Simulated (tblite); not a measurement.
# C4H15NSeSi2: the cost of one run

Programs: tblite 0.8.0 and PySCF 2.14.0, with density-fitted response routines of our own. Each step states its level of theory. These are calculated values for one molecule in the gas phase, unless marked as measured. Atoms count from 0, in the outputs and in this text.

## 1. The molecule as given

23 atoms, charge 0, multiplicity 1; geometry from: force field or distance geometry start.

Bonds of the start (Å): C0–Se1 1.96, Se1–Si2 2.29, Si2–Si3 2.24, Si3–C4 1.88, C4–N5 1.48, N5–C6 1.47, N5–C7 1.47, C0–H8 1.11, C0–H9 1.11, C0–H10 1.11, Si2–H11 1.46, Si2–H12 1.47, Si3–H13 1.46, Si3–H14 1.47, C4–H15 1.11, C4–H16 1.11, C6–H17 1.11, C6–H18 1.11, C6–H19 1.11, C7–H20 1.12, C7–H21 1.11, C7–H22 1.12.

## 2. Optimising the geometry with GFN2-xTB

The job: settings as JSON, then the geometry in Å.

```
{"job": {"kind": "relax", "xc": "GFN2-xTB", "basis": "xTB"}, "charge": 0, "multiplicity": 1}
C      3.547900     1.591500     0.750600
Se     1.804000     1.485200    -0.141600
Si     1.984700    -0.792200    -0.325600
Si     0.117000    -1.582800    -1.282200
C     -1.347500    -1.285100    -0.133400
N     -1.451500     0.148100     0.203600
C     -2.163000     0.899900    -0.844900
C     -2.137400     0.318400     1.495500
H      4.337800     1.200600     0.082300
H      3.518200     1.006600     1.697800
H      3.753500     2.653900     0.988100
H      3.132100    -1.125700    -1.166000
H      2.134700    -1.386200     1.013800
H     -0.085700    -0.940400    -2.577800
H      0.264300    -3.029100    -1.480700
H     -2.281000    -1.659000    -0.605700
H     -1.154100    -1.896400     0.768500
H     -1.641800     0.795500    -1.815100
H     -2.183400     1.982500    -0.584700
H     -3.204500     0.535600    -0.948800
H     -3.164600    -0.129700     1.462300
H     -1.560500    -0.163900     2.306900
H     -2.224000     1.399500     1.761000
```

Command:

```sh
$ OMP_NUM_THREADS=1 python probes_run.py task.json out
```

One launch serves the whole session: the jobs run in the order shown.

**Question.** How long does this first job take on 1 thread of Arm Neoverse N1, shared host, and how much memory does it need?

About 3.2 s, with a peak of 0.19 GiB.
